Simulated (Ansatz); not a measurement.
# Si: the cost of one run

Computed with Ansatz 0.2.0 (DFT LDA, scalar-relativistic, plane waves, PAW, unless a step's input says otherwise).

7 further runs of the same task are left out: 7 set aside as unsound or not needed.

### Step 1. The structure to begin with

The structure is cubic, space group Fd-3m (No. 227). Conventional cell: a = 5.402 Å, b = 5.402 Å, c = 5.402 Å, α = 90.00°, β = 90.00°, γ = 90.00°. Si (site symmetry -43m) has 4 Si at 2.34 Å as nearest neighbours.

Structure file:

```cif
data_structure
_symmetry_space_group_name_H-M 'P 1'
_symmetry_Int_Tables_number 1
_cell_length_a 3.8195
_cell_length_b 3.8195
_cell_length_c 3.8195
_cell_angle_alpha 60.000
_cell_angle_beta 60.000
_cell_angle_gamma 60.000
_cell_volume 39.40
loop_
_atom_site_label
_atom_site_type_symbol
_atom_site_fract_x
_atom_site_fract_y
_atom_site_fract_z
_atom_site_occupancy
Si1 Si 0.50000 0.50000 0.50000 1
Si2 Si 0.75000 0.75000 0.75000 1
```

This cell was relaxed beforehand with the same method: volume 19.70 Å³/atom, gap on the mesh 0.44 eV.

### Step 2. The grid

The energy is mapped over a normal mode and a strain (zone-centre modes of the cell shown, which folds in the wave vector (0, 1/2, 1/2) of the primitive cell) (x along [1 0 0], y along [0 1 0], z along [0 0 1] of the conventional cell).

- amplitude of mode 6 (409 cm⁻¹), largest displacement in the unstrained cell: 9 values from −0.132 to 0.132 Å
- normal strain along x: 7 values from −7.00 to 7.00 %

Nothing else is relaxed (the pattern is fixed in fractional coordinates). Energies count from the relaxed high-symmetry cell. Points are written as (first, second).

The modes come from a phonon run on the reference cell, made beforehand.

The patterns, per unit of each coordinate (Å):

| atom | x1 | y1 | z1 |
| --- | --- | --- | --- |
| Si1 | 1.000 | 0.000 | 0.000 |
| Si2 | -1.000 | 0.000 | 0.000 |
| Si3 | 0.000 | 0.000 | 0.000 |
| Si4 | 0.000 | 0.000 | 0.000 |

### Step 3. Grid point (−0.132 Å, −2.33 %)

Contents of input.yaml:

```yaml
crystal:
  lattice:
    - [0.0, -2.7007989451, -2.7007989451]
    - [0.0, 2.7007989451, -2.7007989451]
    - [5.2757406594, 0.0, 0.0]
  atoms:
    - { symbol: Si, position: [0.5, 0.5, -0.0244372133] }
    - { symbol: Si, position: [0.0, 0.0, 0.5244372133] }
    - { symbol: Si, position: [0.0, 0.5, 0.25] }
    - { symbol: Si, position: [0.5, 0.0, 0.75] }
basis:
  ecutwfc: 420
kpoints:
  mp_grid: { grid: [10, 10, 6] }
hamiltonian:
  xc: lda
  pseudopotentials: { kind: paw, azcp: { folder: soft_1 } }
scf:
  occupations: { method: gaussian, width: 0.05 }
output:
  forces: true
  stress: true
  eigenvalues: true
```

Started as:

```sh
ansatz run input.yaml --threads 1 --pin off --max-ram 2048MiB --backend cpu --events-out ev --progress --plain --runs-dir out
```

Q: Estimate wall time and peak memory on 1 thread of Arm Neoverse N1, shared host.

About 18 s, with a peak of 0.34 GiB.
